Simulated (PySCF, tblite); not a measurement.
# C7H10N3+: geometry, infrared bands and NMR shifts

What infrared bands and NMR shifts should C7H10N3+ (`C=Cn1cc[n+](C2CC2)n1`) show?

The runs use tblite 0.8.0 and PySCF 2.14.0, with density-fitted response routines of our own; the level of theory stands in each step. All values are computed, except where a source is named. Atoms are numbered from 0 throughout.

## Step 1: Starting geometry

20 atoms, charge 1, multiplicity 1; geometry from: force field or distance geometry start.

Bonds of the start (Å): C0–C1 1.31, C1–N2 1.41, N2–C3 1.34, C3–C4 1.38, C4–N5 1.35, N5–C6 1.42, C6–C7 1.52, C7–C8 1.52, N5–N9 1.32, N9–N2 1.31, C8–C6 1.48, C0–H10 1.07, C0–H11 1.11, C1–H12 1.11, C3–H13 1.10, C4–H14 1.08, C6–H15 1.11, C7–H16 1.10, C7–H17 1.11, C8–H18 1.13, C8–H19 1.10.

## Step 2: Geometry optimisation with GFN2-xTB

Job settings and geometry (Å):

```
{"job": {"kind": "relax", "xc": "GFN2-xTB", "basis": "xTB"}, "charge": 1, "multiplicity": 1}
C      3.561600    -0.203600    -1.130000
C      3.106100    -0.002200     0.086800
N      1.718000     0.075600     0.348100
C      1.127500     0.281500     1.533600
C     -0.233600     0.281600     1.280900
N     -0.421900     0.097700    -0.046100
C     -1.653300     0.042100    -0.758100
C     -2.752400    -0.884200    -0.268300
C     -2.910700     0.631000    -0.248300
N      0.789600    -0.022700    -0.567100
H      4.596700    -0.277200    -1.388100
H      2.784300    -0.291100    -1.914000
H      3.827600     0.088900     0.931700
H      1.602600     0.398600     2.515700
H     -0.991500     0.428800     2.031500
H     -1.567200     0.056100    -1.863400
H     -3.423900    -1.382300    -0.976800
H     -2.518600    -1.362900     0.710800
H     -3.598100     1.032800    -1.050800
H     -3.048100     1.022100     0.768700
```

Run with:

```bash
> OMP_NUM_THREADS=1 python probes_run.py task.json out
```

This one command runs all jobs of the session in turn.

**Question.** This job is followed by: GFN2-xTB harmonic vibrations, gas phase; GIAO PBE0/pcSseg-1 NMR shielding, non-relativistic, gas phase. What will the session give for the following? strongest single infrared mode (GFN2-xTB); zero-point energy (GFN2-xTB); 13C shifts against TMS (PBE0/pcSseg-1, means over atoms taken as alike); 1H shifts against TMS (PBE0/pcSseg-1, means over atoms taken as alike); 15N shifts against NH3 (PBE0/pcSseg-1).

The runs gave:

| quantity | value |
| --- | --- |
| strongest single infrared mode (GFN2-xTB) | 993 cm⁻¹, 52 km/mol |
| zero-point energy (GFN2-xTB) | 102.0 kcal/mol |
| 13C shifts against TMS (PBE0/pcSseg-1, means over atoms taken as alike) | 135.5, 132.0, 130.9, 129.3, 36.9, 18.5 ppm |
| 1H shifts against TMS (PBE0/pcSseg-1, means over atoms taken as alike) | 7.96, 7.62, 7.49, 7.41, 6.78, 4.53, 2.19, 1.58 ppm |
| 15N shifts against NH3 (PBE0/pcSseg-1) | 372.7, 290.7, 279.0 ppm |

Over 79 steps the energy fell by 0.625 eV; of the close pairs, C8–H18 changed most, 1.130 to 1.078 Å. No mode is imaginary among the 54: a minimum at this level. The strongest single mode, at 993 cm⁻¹, moves mainly H11 and H12. GFN2-xTB is a fitted tight-binding method: band positions and strengths are rough. Its intensities can rank the bands wrongly. At PBE0/pcSseg-1: The widest tensor belongs to N9: span 466 ppm, with a paramagnetic part of -424 ppm. NICS(1)zz of -28 ppm above the planar ring from N2 marks a diatropic (aromatic) ring current.
